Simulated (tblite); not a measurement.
# GeH12N2Si3: the cost of one run

Computed with tblite 0.8.0 and PySCF 2.14.0, with density-fitted response routines of our own, on a single molecule in the gas phase. Atoms are numbered from 0 throughout.

### Step 1. The starting structure

18 atoms, charge 0, multiplicity 1; geometry from: force field or distance geometry start.

Bonds of the start (Å): N0–Si1 1.79, Si1–Si2 2.22, Si2–N3 1.78, Si2–Ge4 2.26, Ge4–Si5 2.28, N0–H6 1.06, N0–H7 1.06, Si1–H8 1.47, Si1–H9 1.49, Si2–H10 1.49, N3–H11 1.04, N3–H12 1.05, Ge4–H13 1.55, Ge4–H14 1.56, Si5–H15 1.49, Si5–H16 1.46, Si5–H17 1.48.

### Step 2. Optimising the geometry with GFN2-xTB

Job settings and geometry (Å):

```
{"job": {"kind": "relax", "xc": "GFN2-xTB", "basis": "xTB"}, "charge": 0, "multiplicity": 1}
N     -1.867700     1.962200    -1.254300
Si    -1.582600     0.747200     0.024200
Si    -0.580100    -1.087700    -0.728500
N     -1.041000    -2.505200     0.242900
Ge     1.675400    -0.997100    -0.866100
Si     2.630900     0.955000    -0.164000
H     -2.905800     2.111200    -1.372800
H     -1.481500     2.869200    -0.871200
H     -0.927200     1.322300     1.208800
H     -2.931300     0.319200     0.482500
H     -1.132800    -1.332000    -2.086600
H     -2.016000    -2.824700     0.053700
H     -0.958400    -2.337900     1.278100
H      2.270000    -2.153600    -0.027900
H      2.133300    -1.216100    -2.344900
H      3.357000     0.789200     1.132000
H      1.677000     2.053300    -0.099900
H      3.671900     1.331800    -1.147400
```

Run with:

```
> OMP_NUM_THREADS=1 python probes_run.py task.json out
```

The driver reads the jobs from task.json and runs them one after another.

**Question.** How long does this first job take on 1 thread of Arm Neoverse N1, shared host?

About 4.5 s.
